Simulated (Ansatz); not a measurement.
# CH₄F₂OSi: basis-set convergence

An exercise on one series of results from a longer session: the logs are not shown, and one member is left open.

Computed with Ansatz 0.2.0, Gaussian basis. Level: one geometry, several basis sets.

Levels to be run: PBE0-D4/def2-SVP; ωB97M-V/def2-SVP; PBE0-D4/def2-QZVPP; ωB97M-V/def2-QZVPP; the functionals' def2-TZVPP values are taken from earlier runs.

**The geometry**

An earlier PBE0-D4 in a triple-zeta def2 set relaxation fixed the geometry.

SMILES `FCO[SiH2]F`, 9 atoms, charge 0, spin multiplicity 1.

Atoms are counted from 1 here; the program's logs count them from 0.

Bond lengths: F1–C2 1.375 Å, C2–O3 1.376 Å, C2–H6 1.092 Å, C2–H7 1.095 Å, O3–Si4 1.639 Å, Si4–F5 1.596 Å, Si4–H8 1.476 Å, Si4–H9 1.474 Å. Angles: F1–C2–O3 110.5°, F1–C2–H6 107.8°, F1–C2–H7 107.1°, O3–C2–H6 108.4°, O3–C2–H7 111.4°, H6–C2–H7 111.5°, C2–O3–Si4 127.4°, O3–Si4–F5 109.3°, O3–Si4–H8 112.3°, O3–Si4–H9 105.3°, F5–Si4–H8 107.1°, F5–Si4–H9 109.1°, H8–Si4–H9 113.7°.

The first run:

The input, in.yaml:

```yaml
crystal:
  periodic: [false, false, false]
  atoms:
    - {symbol: F, position_ang: [-1.150829, -0.549152, 1.462965]}
    - {symbol: C, position_ang: [-1.155234, 0.476091, 0.547440]}
    - {symbol: O, position_ang: [-0.464564, 0.112436, -0.585567]}
    - {symbol: Si, position_ang: [1.072622, -0.448718, -0.676415]}
    - {symbol: F, position_ang: [2.054051, 0.586820, 0.038058]}
    - {symbol: H, position_ang: [-2.193104, 0.672657, 0.270681]}
    - {symbol: H, position_ang: [-0.697372, 1.344168, 1.032852]}
    - {symbol: H, position_ang: [1.236360, -1.745454, 0.008766]}
    - {symbol: H, position_ang: [1.386471, -0.495248, -2.115778]}
basis:
  gaussian: {orbitals: def2-SVP}
hamiltonian: {xc: pbe0, dispersion: d4}
output: {orbitals: {seedname: orbitals}}
```

Steps of the session up to this table: PBE0-D4 in def2-SVP; ωB97M-V in def2-SVP; PBE0-D4 in def2-QZVPP; ωB97M-V in def2-QZVPP.

One of the session's tables, all rows but one given; the rest of the session is left out.

It belongs to the step «Density functionals: the series». 

```
functional       basis  HOMO (eV)  LUMO (eV)
   PBE0-D4    def2-SVP      -9.13       1.07
   PBE0-D4  def2-TZVPP          ?          ?
   PBE0-D4  def2-QZVPP      -9.30       0.21
   ωB97M-V    def2-SVP     -11.52       3.00
   ωB97M-V  def2-TZVPP     -11.67       2.14
   ωB97M-V  def2-QZVPP     -11.70       1.62
```

Q: Estimate the row for PBE0-D4, def2-TZVPP from the others.

The run gave: HOMO (eV): -9.26; LUMO (eV): 0.46. In the column «HOMO (eV)» it lies between PBE0-D4, def2-QZVPP (-9.30) and PBE0-D4, def2-SVP (-9.13).
